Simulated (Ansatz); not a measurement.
# C₄H₁₁Ga: a ladder of functionals and wavefunction methods

An exercise on one series of results from a longer session: the logs are not shown, and one member is left open.

Method: functionals in def2-TZVPP, the program's frozen cores in correlated methods; program: Ansatz 0.2.0, Gaussian basis.

Plan: LDA (SPW92), PBE-D4, revPBE-D4, BLYP-D4, r2SCAN-D4, B97M-V, PBE0-D4, B3LYP-D4, r2SCANh-D4, r2SCAN0-D4, HSE06-D4, BHLYP-D4, CAM-B3LYP-D4, LC-ωPBE, ωB97X-V, ωB97M-V, B2PLYP, PBE-QIDH; CCSD(T)/def2-SVP; MP2/def2-TZVPP; MP2/def2-QZVPP; RPA on PBE.

### Structure used throughout

An earlier PBE0-D4 in a triple-zeta def2 set relaxation fixed the geometry.

SMILES `C[CH2][GaH][CH2]C`, 16 atoms, charge 0, spin multiplicity 1.

Atoms are counted from 1 here; the program's logs count them from 0.

Bond lengths: C1–C2 1.524 Å, C1–H6 1.095 Å, C1–H7 1.093 Å, C1–H8 1.093 Å, C2–Ga3 1.980 Å, C2–H9 1.097 Å, C2–H10 1.097 Å, Ga3–C4 1.980 Å, Ga3–H11 1.582 Å, C4–C5 1.524 Å, C4–H12 1.097 Å, C4–H13 1.097 Å, C5–H14 1.093 Å, C5–H15 1.093 Å, C5–H16 1.095 Å. Angles: C2–C1–H6 112.1°, C2–C1–H7 111.6°, C2–C1–H8 111.6°, H6–C1–H7 107.2°, H6–C1–H8 107.2°, H7–C1–H8 106.7°, C1–C2–Ga3 116.0°, C1–C2–H9 110.7°, C1–C2–H10 110.7°, Ga3–C2–H9 107.0°, Ga3–C2–H10 107.1°, H9–C2–H10 104.5°, C2–Ga3–C4 120.9°, C2–Ga3–H11 119.7°, C4–Ga3–H11 119.4°, Ga3–C4–C5 115.8°, Ga3–C4–H12 107.2°, Ga3–C4–H13 107.2° and more.

As a file:

```xyz
16
charge 0, multiplicity 1
C    -0.6290    0.2791    2.7040
C     0.1083    0.0898    1.3840
Ga   -1.0099    0.1299   -0.2500
C    -0.2027   -0.1203   -2.0404
C     1.3051   -0.3423   -2.0639
H     0.0487    0.2486    3.5633
H    -1.3836   -0.4967    2.8589
H    -1.1535    1.2378    2.7388
H     0.8852    0.8550    1.2605
H     0.6557   -0.8612    1.3778
H    -2.5697    0.3657   -0.1274
H    -0.7259   -0.9584   -2.5169
H    -0.4757    0.7542   -2.6438
H     1.8450    0.5008   -1.6242
H     1.5922   -1.2310   -1.4952
H     1.6870   -0.4739   -3.0813
```

Set-up of the first run:

Contents of in.yaml:

```yaml
crystal:
  periodic: [false, false, false]
  atoms:
    - {symbol: C, position_ang: [-0.629046, 0.279147, 2.704029]}
    - {symbol: C, position_ang: [0.108329, 0.089817, 1.383979]}
    - {symbol: Ga, position_ang: [-1.009928, 0.129885, -0.249989]}
    - {symbol: C, position_ang: [-0.202730, -0.120257, -2.040368]}
    - {symbol: C, position_ang: [1.305112, -0.342308, -2.063876]}
    - {symbol: H, position_ang: [0.048730, 0.248588, 3.563264]}
    - {symbol: H, position_ang: [-1.383622, -0.496740, 2.858910]}
    - {symbol: H, position_ang: [-1.153480, 1.237844, 2.738770]}
    - {symbol: H, position_ang: [0.885207, 0.855008, 1.260476]}
    - {symbol: H, position_ang: [0.655662, -0.861159, 1.377830]}
    - {symbol: H, position_ang: [-2.569720, 0.365687, -0.127374]}
    - {symbol: H, position_ang: [-0.725940, -0.958360, -2.516933]}
    - {symbol: H, position_ang: [-0.475709, 0.754220, -2.643764]}
    - {symbol: H, position_ang: [1.844999, 0.500755, -1.624191]}
    - {symbol: H, position_ang: [1.592182, -1.230973, -1.495157]}
    - {symbol: H, position_ang: [1.686954, -0.473852, -3.081306]}
basis:
  gaussian: {orbitals: def2-TZVPP}
hamiltonian: {xc: lda}
output: {orbitals: {seedname: orbitals}}
```

On the command line:

```console
> ansatz run in.yaml --threads 4 --pin off --events-out ev --progress --plain --max-ram 11315MiB
```

Among the steps run: LDA; PBE-D4 (GGA); revPBE-D4 (GGA); BLYP-D4 (GGA); r2SCAN-D4 (meta-GGA); B97M-V (meta-GGA); PBE0-D4 (hybrid); B3LYP-D4 (hybrid); r2SCANh-D4 (hybrid); r2SCAN0-D4 (hybrid); HSE06-D4 (hybrid); BHLYP-D4 (hybrid); CAM-B3LYP-D4 (range-separated); LC-ωPBE (range-separated); ωB97X-V (range-separated); ωB97M-V (range-separated); B2PLYP (double hybrid); PBE-QIDH (double hybrid).

One table of the session follows, with a row left open; its other results are not shown here.

It belongs to the step «Frontier levels by functional». 

```
  functional  HOMO (eV)  gap (eV)
 LDA (SPW92)      -5.97      3.93
      PBE-D4      -5.84      4.07
   revPBE-D4      -5.79      4.15
     BLYP-D4      -5.72      3.99
   r2SCAN-D4      -6.07      4.58
      B97M-V      -6.14      4.43
     PBE0-D4      -7.02      6.06
    B3LYP-D4      -6.82      5.57
  r2SCANh-D4      -6.51      5.30
  r2SCAN0-D4      -7.17      6.37
    HSE06-D4      -6.62      5.30
    BHLYP-D4          ?         ?
CAM-B3LYP-D4      -8.35      8.26
     LC-ωPBE      -9.69     10.81
     ωB97X-V      -9.33     10.26
     ωB97M-V      -9.21      9.87
```

Q: Estimate the row for BHLYP-D4 from the others.

Worked estimate for «HOMO (eV)». Against the share of exact exchange, BLYP-D4 (0, -5.72), B3LYP-D4 (0.2, -6.82) give a slope of -5.50 per unit share; at 0.5 the line stands at -8.47.

As computed: HOMO (eV): -8.11; gap (eV): 7.88. In «HOMO (eV)» the line misses by -0.36.
